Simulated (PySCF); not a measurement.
# FH8PSi3: the cost of one run

Computed with PySCF 2.14.0, with density-fitted response routines of our own, on a single molecule in the gas phase. Atoms count from 0, in the outputs and in this text.

### 1 Starting geometry

13 atoms, charge 0, multiplicity 1; geometry from: GFN2-xTB. The atoms were then displaced at random by about 0.01 Å, so the start is not that level's minimum.

Bonds of the start (Å): F0–Si1 1.64, Si1–Si2 2.33, Si1–Si3 2.31, Si1–P4 2.26, Si2–H5 1.48, Si2–H6 1.47, Si2–H7 1.48, Si3–H8 1.48, Si3–H9 1.49, Si3–H10 1.45, P4–H11 1.40, P4–H12 1.38.

### 2 Relaxing the molecule at PBE0-D3(BJ)/def2-SVP

What the job is given:

```
{"job": {"xc": "PBE0", "basis": "def2-SVP", "d3": "d3bj", "grid": 1, "shake": 0.01, "kind": "geom"}, "charge": 0, "multiplicity": 1}
F      0.292330    -0.338500    -2.081760
Si    -0.086130    -0.000580    -0.518160
Si     2.000900     0.469790     0.404110
Si    -1.367400    -1.798990     0.160940
P     -1.428170     1.810660    -0.716640
H      2.700780     1.615740    -0.213030
H      1.886510     0.789640     1.837270
H      2.928500    -0.678090     0.297670
H     -2.633910    -1.975990    -0.587840
H     -1.785570    -1.639420     1.580650
H     -0.644080    -3.049090     0.072300
H     -1.431110     2.044530     0.664950
H     -0.426840     2.733410    -0.910800
```

Launch:

```
$ OMP_NUM_THREADS=1 python probes_run.py task.json out
```

One launch serves the whole session: the jobs run in the order shown.

**Question.** How long does this first job take on 1 thread of Arm Neoverse V1, shared host, and how much memory does it need?

About 50 s, with a peak of 0.59 GiB.
